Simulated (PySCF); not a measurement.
# A gas-phase reaction: Cl2GaH2N + H2S → Cl2GaHS + H3N

What reaction energy should one expect for `[NH2][Ga]([Cl])[Cl]` + `S` → `[SH][Ga]([Cl])[Cl]` + `N`?

Computed with PySCF 2.14.0; each step states its level. No surroundings beyond the atoms listed, unless a continuum is named. Atoms count from 0, parts from 1.

## (1) The system as given

Each species was relaxed by itself at PBE0-D3(BJ)/def2-SVPD.

## (2) Reaction energy: wB97M-D3(BJ)/def2-TZVPD

The job: settings as JSON, then the geometry in Å.

```
{"job": {"kind": "react", "xc": "wB97M-D3(BJ)", "basis": "def2-TZVPD"}, "charge": 0, "multiplicity": 1}
-1 Cl2GaH2N charge 0 multiplicity 1
N     -0.395620     0.629000    -0.778390
Ga     0.268460    -0.420160     0.511340
Cl     1.914630     0.230050     1.713280
Cl    -0.556980    -2.359570     0.880690
H     -1.182720     0.364680    -1.353330
H     -0.046820     1.556240    -0.973920

-1 H2S charge 0 multiplicity 1
S     -0.009470     0.615490     0.002390
H     -0.980070    -0.322780     0.001950
H      0.969660    -0.313830    -0.007570

+1 Cl2GaHS charge 0 multiplicity 1
S      0.937760    -1.265360    -0.776080
Ga    -0.037460     0.519730     0.013290
Cl    -1.610800     0.374270     1.459560
Cl     0.560030     2.460200    -0.651320
H      0.150810    -2.088790    -0.044690

+1 H3N charge 0 multiplicity 1
N      0.001960     0.002860     0.284440
H      0.931210    -0.174220    -0.085690
H     -0.610820    -0.715500    -0.090180
H     -0.308530     0.890550    -0.099580
```

Level: wB97M-D3(BJ)/def2-TZVPD reaction energy of separated species, gas phase.

Launch:

```sh
OMP_NUM_THREADS=1 python cluster_run.py task.json out
```

The driver reads the jobs from task.json and runs them one after another.

What it wrote:

```text
species 1 (Cl2GaH2N)
coarse grid: 30112 points
cycle   1  E = -2901.4439660172  dE = -2.285e-01  |g| = 8.043e-01  |ddm| = 2.024e+00
cycle   2  E = -2901.4475302064  dE = -3.564e-03  |g| = 9.447e-01  |ddm| = 1.165e+00
cycle   3  E = -2901.5407440295  dE = -9.321e-02  |g| = 4.452e-02  |ddm| = 5.575e-01
cycle   4  E = -2901.5413675711  dE = -6.235e-04  |g| = 2.218e-02  |ddm| = 7.342e-02
cycle   5  E = -2901.5415020081  dE = -1.344e-04  |g| = 4.714e-03  |ddm| = 2.301e-02
cycle   6  E = -2901.5415171232  dE = -1.512e-05  |g| = 2.177e-03  |ddm| = 1.018e-02
cycle   7  E = -2901.5415185649  dE = -1.442e-06  |g| = 9.113e-04  |ddm| = 2.744e-03
final grid: 58520 points
cycle   8  E = -2901.5415187687  dE = -2.254e-07  |g| = 9.407e-04  |ddm| = 2.303e-03
cycle   9  E = -2901.5415187762  dE = -7.511e-09  |g| = 1.004e-03  |ddm| = 1.201e-03
cycle  10  E = -2901.5415189518  dE = -1.756e-07  |g| = 6.660e-05  |ddm| = 5.095e-04
cycle  11  E = -2901.5415189572  dE = -5.409e-09  |g| = 1.996e-05  |ddm| = 2.403e-04
cycle  12  E = -2901.5415189574  dE = -1.373e-10  |g| = 4.715e-06  |ddm| = 2.945e-05
converged SCF energy = -2901.5415189574

species 2 (H2S)
coarse grid: 11264 points
cycle   1  E = -399.4336014865  dE = -1.424e-01  |g| = 1.945e-01  |ddm| = 1.016e+00
cycle   2  E = -399.4459454801  dE = -1.234e-02  |g| = 1.106e-01  |ddm| = 2.399e-01
cycle   3  E = -399.4491447911  dE = -3.199e-03  |g| = 1.578e-02  |ddm| = 9.278e-02
cycle   4  E = -399.4492191328  dE = -7.434e-05  |g| = 4.851e-03  |ddm| = 1.790e-02
cycle   5  E = -399.4492313699  dE = -1.224e-05  |g| = 9.336e-04  |ddm| = 7.536e-03
cycle   6  E = -399.4492321011  dE = -7.312e-07  |g| = 1.776e-04  |ddm| = 2.124e-03
final grid: 22496 points
cycle   7  E = -399.4492197201  dE = -2.323e-08  |g| = 1.134e-04  |ddm| = 6.074e-04
cycle   8  E = -399.4492197231  dE = -2.974e-09  |g| = 6.804e-05  |ddm| = 1.500e-04
cycle   9  E = -399.4492197238  dE = -7.667e-10  |g| = 8.731e-06  |ddm| = 5.991e-05
converged SCF energy = -399.4492197238

species 3 (Cl2GaHS)
coarse grid: 28840 points
cycle   1  E = -3244.3120767379  dE = -2.084e-01  |g| = 8.067e-01  |ddm| = 1.894e+00
cycle   2  E = -3244.3154515493  dE = -3.375e-03  |g| = 9.652e-01  |ddm| = 1.063e+00
cycle   3  E = -3244.4155706492  dE = -1.001e-01  |g| = 4.740e-02  |ddm| = 5.142e-01
cycle   4  E = -3244.4162807120  dE = -7.101e-04  |g| = 1.981e-02  |ddm| = 7.103e-02
cycle   5  E = -3244.4164018685  dE = -1.212e-04  |g| = 4.767e-03  |ddm| = 2.042e-02
cycle   6  E = -3244.4164165819  dE = -1.471e-05  |g| = 1.121e-03  |ddm| = 1.091e-02
cycle   7  E = -3244.4164174729  dE = -8.910e-07  |g| = 4.023e-04  |ddm| = 2.140e-03
final grid: 53904 points
cycle   8  E = -3244.4162750540  dE = -1.618e-07  |g| = 3.004e-04  |ddm| = 1.659e-03
cycle   9  E = -3244.4162750772  dE = -2.326e-08  |g| = 2.847e-04  |ddm| = 4.239e-04
cycle  10  E = -3244.4162750908  dE = -1.358e-08  |g| = 6.298e-05  |ddm| = 1.913e-04
cycle  11  E = -3244.4162750930  dE = -2.202e-09  |g| = 2.838e-05  |ddm| = 9.710e-05
cycle  12  E = -3244.4162750939  dE = -9.413e-10  |g| = 5.197e-06  |ddm| = 9.398e-05
converged SCF energy = -3244.4162750939

species 4 (H3N)
coarse grid: 12536 points
cycle   1  E = -56.5694032214  dE = -1.294e-01  |g| = 3.023e-01  |ddm| = 1.089e+00
cycle   2  E = -56.5779573374  dE = -8.554e-03  |g| = 2.716e-01  |ddm| = 2.675e-01
cycle   3  E = -56.5918788280  dE = -1.392e-02  |g| = 2.124e-02  |ddm| = 1.115e-01
cycle   4  E = -56.5919844239  dE = -1.056e-04  |g| = 5.194e-03  |ddm| = 1.727e-02
cycle   5  E = -56.5919955601  dE = -1.114e-05  |g| = 7.322e-04  |ddm| = 8.713e-03
cycle   6  E = -56.5919959752  dE = -4.151e-07  |g| = 1.111e-04  |ddm| = 3.175e-03
final grid: 27112 points
cycle   7  E = -56.5919842401  dE = -1.681e-08  |g| = 6.478e-05  |ddm| = 8.258e-04
cycle   8  E = -56.5919842422  dE = -2.145e-09  |g| = 5.228e-05  |ddm| = 2.656e-04
cycle   9  E = -56.5919842429  dE = -6.663e-10  |g| = 1.250e-05  |ddm| = 5.418e-05
converged SCF energy = -56.5919842429

Reaction energy = -11.119 kcal/mol
```

Wall time 31 s (1 thread of Arm Neoverse V2, shared host); peak memory 0.73 GiB.

Species by species (with the dispersion term, which the log's SCF energies lack):

| ν | species | energy (Eh) | HOMO (eV) |
| --- | --- | --- | --- |
| -1 | [NH2][Ga]([Cl])[Cl] | -2901.54683 | -10.59 |
| -1 | S | -399.45056 | -9.89 |
| +1 | [SH][Ga]([Cl])[Cl] | -3244.42153 | -10.64 |
| +1 | N | -56.59358 | -10.26 |

## (3) Reaction energy: PBE0-D3(BJ)/def2-TZVPD

The job, as its differences from that of step 2:

```diff
@@ -1,2 +1,2 @@
-{"job": {"kind": "react", "xc": "wB97M-D3(BJ)", "basis": "def2-TZVPD"}, "charge": 0, "multiplicity": 1}
+{"job": {"kind": "react", "xc": "PBE0", "basis": "def2-TZVPD", "disp": "d3bj"}, "charge": 0, "multiplicity": 1}
 -1 Cl2GaH2N charge 0 multiplicity 1
```

Method: PBE0-D3(BJ)/def2-TZVPD reaction energy of separated species, gas phase.

What it wrote:

```text
species 1 (Cl2GaH2N)
coarse grid: 30112 points
cycle   1  E = -2900.6741738136  dE = -1.930e-01  |g| = 9.060e-01  |ddm| = 2.120e+00
cycle   2  E = -2900.5345077202  dE =  1.397e-01  |g| = 1.364e+00  |ddm| = 1.524e+00
cycle   3  E = -2900.7831154064  dE = -2.486e-01  |g| = 8.872e-02  |ddm| = 9.572e-01
cycle   4  E = -2900.7844505601  dE = -1.335e-03  |g| = 5.669e-02  |ddm| = 1.042e-01
cycle   5  E = -2900.7850671907  dE = -6.166e-04  |g| = 9.927e-03  |ddm| = 3.586e-02
cycle   6  E = -2900.7850887916  dE = -2.160e-05  |g| = 2.529e-03  |ddm| = 8.683e-03
cycle   7  E = -2900.7850901383  dE = -1.347e-06  |g| = 3.460e-04  |ddm| = 1.729e-03
final grid: 58520 points
cycle   8  E = -2900.7851105728  dE = -3.413e-08  |g| = 3.636e-04  |ddm| = 2.381e-03
cycle   9  E = -2900.7851105690  dE =  3.897e-09  |g| = 3.722e-04  |ddm| = 5.677e-04
cycle  10  E = -2900.7851105979  dE = -2.896e-08  |g| = 4.225e-05  |ddm| = 3.023e-04
cycle  11  E = -2900.7851105983  dE = -3.529e-10  |g| = 1.081e-05  |ddm| = 3.535e-05
converged SCF energy = -2900.7851105983

species 2 (H2S)
coarse grid: 2864 points
cycle   1  E = -399.2518635338  dE = -9.250e-02  |g| = 1.630e-01  |ddm| = 1.023e+00
cycle   2  E = -399.2538577980  dE = -1.994e-03  |g| = 1.600e-01  |ddm| = 2.978e-01
cycle   3  E = -399.2614719025  dE = -7.614e-03  |g| = 1.497e-02  |ddm| = 1.477e-01
cycle   4  E = -399.2614865144  dE = -1.461e-05  |g| = 1.103e-03  |ddm| = 5.881e-03
cycle   5  E = -399.2614868948  dE = -3.804e-07  |g| = 6.136e-04  |ddm| = 1.717e-03
final grid: 22496 points
cycle   6  E = -399.2625175584  dE = -7.085e-06  |g| = 4.896e-03  |ddm| = 1.692e-02
cycle   7  E = -399.2625181911  dE = -6.327e-07  |g| = 3.960e-03  |ddm| = 6.698e-03
cycle   8  E = -399.2625211235  dE = -2.932e-06  |g| = 2.911e-04  |ddm| = 3.504e-03
cycle   9  E = -399.2625211513  dE = -2.777e-08  |g| = 3.582e-05  |ddm| = 2.357e-04
cycle  10  E = -399.2625211517  dE = -3.624e-10  |g| = 6.382e-06  |ddm| = 2.919e-05
converged SCF energy = -399.2625211517

species 3 (Cl2GaHS)
coarse grid: 28840 points
cycle   1  E = -3243.4537028624  dE = -1.724e-01  |g| = 8.631e-01  |ddm| = 1.963e+00
cycle   2  E = -3243.3366531877  dE =  1.170e-01  |g| = 1.297e+00  |ddm| = 1.362e+00
cycle   3  E = -3243.5515398341  dE = -2.149e-01  |g| = 6.091e-02  |ddm| = 8.468e-01
cycle   4  E = -3243.5521711466  dE = -6.313e-04  |g| = 3.309e-02  |ddm| = 6.689e-02
cycle   5  E = -3243.5525002387  dE = -3.291e-04  |g| = 3.440e-03  |ddm| = 3.118e-02
cycle   6  E = -3243.5525034303  dE = -3.192e-06  |g| = 1.563e-03  |ddm| = 4.664e-03
final grid: 53904 points
cycle   7  E = -3243.5524334986  dE = -9.381e-08  |g| = 1.432e-03  |ddm| = 2.995e-03
cycle   8  E = -3243.5524334244  dE =  7.423e-08  |g| = 1.448e-03  |ddm| = 2.817e-03
cycle   9  E = -3243.5524339165  dE = -4.921e-07  |g| = 2.906e-04  |ddm| = 1.565e-03
cycle  10  E = -3243.5524339316  dE = -1.502e-08  |g| = 2.838e-05  |ddm| = 1.889e-04
cycle  11  E = -3243.5524339317  dE = -1.237e-10  |g| = 1.857e-06  |ddm| = 1.965e-05
converged SCF energy = -3243.5524339317

species 4 (H3N)
coarse grid: 2928 points
cycle   1  E = -56.4894594899  dE = -9.634e-02  |g| = 3.707e-01  |ddm| = 1.101e+00
cycle   2  E = -56.4630387372  dE =  2.642e-02  |g| = 5.179e-01  |ddm| = 4.426e-01
cycle   3  E = -56.5201367421  dE = -5.710e-02  |g| = 1.575e-02  |ddm| = 2.485e-01
cycle   4  E = -56.5201852402  dE = -4.850e-05  |g| = 3.353e-03  |ddm| = 8.639e-03
cycle   5  E = -56.5201874108  dE = -2.171e-06  |g| = 3.222e-04  |ddm| = 2.234e-03
final grid: 27112 points
cycle   6  E = -56.5150248148  dE = -1.153e-05  |g| = 5.626e-03  |ddm| = 1.607e-02
cycle   7  E = -56.5150193357  dE =  5.479e-06  |g| = 7.699e-03  |ddm| = 5.870e-03
cycle   8  E = -56.5150311420  dE = -1.181e-05  |g| = 1.415e-04  |ddm| = 3.478e-03
cycle   9  E = -56.5150311464  dE = -4.419e-09  |g| = 3.194e-05  |ddm| = 9.528e-05
cycle  10  E = -56.5150311467  dE = -2.913e-10  |g| = 3.543e-06  |ddm| = 2.768e-05
converged SCF energy = -56.5150311467

Reaction energy = -12.820 kcal/mol
```

It took 16 s on 1 thread of Arm Neoverse V2, shared host; peak memory 0.65 GiB.

Reaction energy at this level: -12.82 kcal/mol.

## (4) Side by side

Energies in kcal/mol, with wall time:

| run | reaction | time |
| --- | --- | --- |
| wB97M-D3(BJ)/def2-TZVPD | -11.12 | 31 s |
| PBE0-D3(BJ)/def2-TZVPD | -12.82 | 16 s |

## (5) Summary of results

```
                                                quantity                      value
               reaction energy (wB97M-D3(BJ)/def2-TZVPD)            -11.12 kcal/mol
                     ΔH, ΔG at 298 K (xTB thermal terms)        -8.0, -7.6 kcal/mol
range of the reaction energy over the runs of this table  -12.82 to -11.12 kcal/mol
```

**Reading.** The reaction is exothermic by 8.0 kcal/mol in the gas phase; dispersion gives -0.12, and xTB itself gave -11.17 for the electronic energy (xTB energies and thermal terms come from the earlier relaxation of each species, not shown). No barrier was sought. The reaction energy runs from -12.82 (PBE0-D3(BJ)/def2-TZVPD) to -11.12 kcal/mol (wB97M-D3(BJ)/def2-TZVPD).
